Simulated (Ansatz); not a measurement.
Predict the output of the script below (Ansatz 0.2.0 through its Python package).

The script, `md.py`:
```python
"""A short Born-Oppenheimer trajectory of C2H5BS."""

import ansatz as az
import numpy as np

GEOMETRY = """
B    -0.43130    0.54660   -0.51440
C     1.03760    0.38770   -0.06420
S     0.81500   -1.08770    0.92990
C    -0.73160   -0.70990    0.33060
H    -1.08110    1.34840   -1.21190
H     1.70500    0.21650   -0.93370
H     1.42020    1.25040    0.55110
H    -1.14940   -1.52290   -0.31640
H    -1.49590   -0.47540    1.21190
"""

mol = az.Crystal.molecule()
for line in GEOMETRY.strip().splitlines():
    symbol, *xyz = line.split()
    mol = mol.atom(symbol, [float(v) for v in xyz])

calc = mol.calculation().basis(gaussian="6-31G").functional("pbe", dispersion="d3bj")
symbols = [site.symbol for site in mol.cartesian_sites]
start = np.array([site.position_ang for site in mol.cartesian_sites], dtype=float)
r = calc.relax(force_tolerance=0.02, max_steps=100).run(threads=1).report
end = np.array(r["positions_ang"])
minimum = az.Crystal.molecule()
for symbol, place in zip(symbols, end):
    minimum = minimum.atom(symbol, place.tolist())

# dynamics from the relaxed geometry
calc = (
    minimum.calculation()
    .basis(gaussian="6-31G")
    .functional("pbe", dispersion="d3bj")
    .md("nve", timestep=0.25, steps=20, temperature=800, initial_velocities="maxwell_boltzmann", seed=5)
)
frames = []
out = calc.session().plan().execute(on_event=lambda e: frames.append(e["data"]) if e["event"] == "md_step" else None)
print("t (fs)   E_pot (eV)      E_kin (eV)   T (K)   d(0-1) (A)")
for f in frames[::3]:
    xyz = np.array(f["positions_ang"])
    print(f"{f['time_fs']:6.2f} {f['lagrangian_ev']:14.5f} {f['e_kin_ev']:10.5f} {f['temperature_k']:8.1f} {np.linalg.norm(xyz[0] - xyz[1]):9.4f}")
kept = np.array([f["conserved_ev"] for f in frames])
print(f"conserved energy moves by at most {1000 * np.ptp(kept):.3f} meV")
```

```console
$ python md.py
t (fs)   E_pot (eV)      E_kin (eV)   T (K)   d(0-1) (A)
  0.00   -13655.81292    0.72386    800.0    1.5798
  0.75   -13655.76366    0.67482    745.8    1.5802
  1.50   -13655.64435    0.55596    614.4    1.5807
  2.25   -13655.51569    0.42769    472.7    1.5811
  3.00   -13655.43088    0.34299    379.1    1.5816
  3.75   -13655.40693    0.31890    352.4    1.5821
  4.50   -13655.42413    0.33583    371.2    1.5827
conserved energy moves by at most 1.180 meV
```

What to keep in mind:
- Total energies depend on the basis set; only differences at equal settings carry meaning.
- The trajectory is only some femtoseconds long, so its temperature is not equilibrated; where the script doesn't relax first, it starts from a rough generated geometry.
- The temperature counts the internal degrees of freedom alone.
- Hardware and time: 57 s on 1 thread of Arm Neoverse V2, with other jobs on the host, peak memory 0.2 GiB.
